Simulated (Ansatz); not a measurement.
# Li+ with CH4: structure and interaction energy

The task here is to estimate one member of a computed series from the others.

The runs use Ansatz 0.2.0, Gaussian basis; PBE0-D4 structure, single points in def2-TZVPPD.

Levels: PBE-D4, revPBE-D4, BLYP-D4, r2SCAN-D4, B97M-V, PBE0-D4, B3LYP-D4, HSE06-D4, wB97X-V, wB97M-V, B2PLYP, Hartree-Fock, MP2, CCSD, CCSD(T). The reference is CCSD(T) extrapolated to the basis limit.

Correlated methods freeze the cores. The outer core shell of Li, Na, Mg and K is correlated. B3LYP uses VWN-RPA correlation. B2PLYP carries no dispersion term here.

163 further runs of the same task are left out: 163 set aside as unsound or not needed.

**Where the work starts**

The pair, from a GFN2-xTB docking trial: 6 atoms, charge 1, spin multiplicity 1.

Atoms are counted from 1 here; the program's logs count them from 0.

Bond lengths: Li1–C2 2.355 Å, C2–H3 1.097 Å, C2–H4 1.095 Å, C2–H5 1.100 Å, C2–H6 1.088 Å. Angles: Li1–C2–H3 73.4°, Li1–C2–H4 78.7°, Li1–C2–H5 68.8°, Li1–C2–H6 174.0°, H3–C2–H4 112.0°, H3–C2–H5 112.7°, H3–C2–H6 106.4°, H4–C2–H5 112.3°, H4–C2–H6 106.6°, H5–C2–H6 106.2°.

As a file:

```xyz
6
charge 1, multiplicity 1
Li    0.0048   -0.0209   -1.9884
C    -0.0012    0.0073    0.3665
H    -1.0516   -0.0146    0.0512
H     0.4751    0.9670    0.1408
H     0.5756   -0.8464   -0.0198
H    -0.0027   -0.0925    1.4498
```

Atoms 1 to 1 are fragment A (Li+), the rest fragment B (CH4).

The first run:

The input, pre/in.yaml:

```yaml
crystal:
  periodic: [false, false, false]
  atoms:
    - {symbol: Li, position_ang: [0.004800, -0.020900, -1.988400]}
    - {symbol: C, position_ang: [-0.001200, 0.007300, 0.366500]}
    - {symbol: H, position_ang: [-1.051600, -0.014600, 0.051200]}
    - {symbol: H, position_ang: [0.475100, 0.967000, 0.140800]}
    - {symbol: H, position_ang: [0.575600, -0.846400, -0.019800]}
    - {symbol: H, position_ang: [-0.002700, -0.092500, 1.449800]}
basis:
  gaussian: {orbitals: def2-SVP}
total_charge: 1
hamiltonian: {xc: pbe, dispersion: d4}
relax: {f_tol: 0.03, max_steps: 250}
```

Launch:

```console
> ansatz run in.yaml --threads 2 --pin off --events-out ev --progress --plain --max-ram 5222MiB
```

Steps of the session up to this table: A first relaxation in a small basis; Relaxation at PBE0-D4; wB97X-V/def2-TZVPPD; wB97M-V/def2-TZVPPD; B2PLYP/def2-TZVPPD; B97M-V/def2-TZVPPD; CCSD(T)/def2-TZVPPD; Vibrations of the pair.

One table of the session follows, with a row left open; its other results are not shown here.

| method | interaction (meV) |
| --- | --- |
| PBE-D4 | -652 |
| revPBE-D4 | -614 |
| BLYP-D4 | -624 |
| r2SCAN-D4 | -586 |
| B97M-V | -581 |
| PBE0-D4 | -646 |
| B3LYP-D4 | -631 |
| HSE06-D4 | -646 |
| wB97X-V | -610 |
| wB97M-V | -614 |
| B2PLYP | ? |
| Hartree-Fock | -533 |
| MP2 | -562 |
| CCSD | -556 |
| CCSD(T) | -558 |
| CCSD(T)/CBS | -588 |

**Question.** Estimate the row for B2PLYP.

**Answer.** interaction (meV): -608. In the column «interaction (meV)» it lies between wB97X-V (-610) and CCSD(T)/CBS (-588).
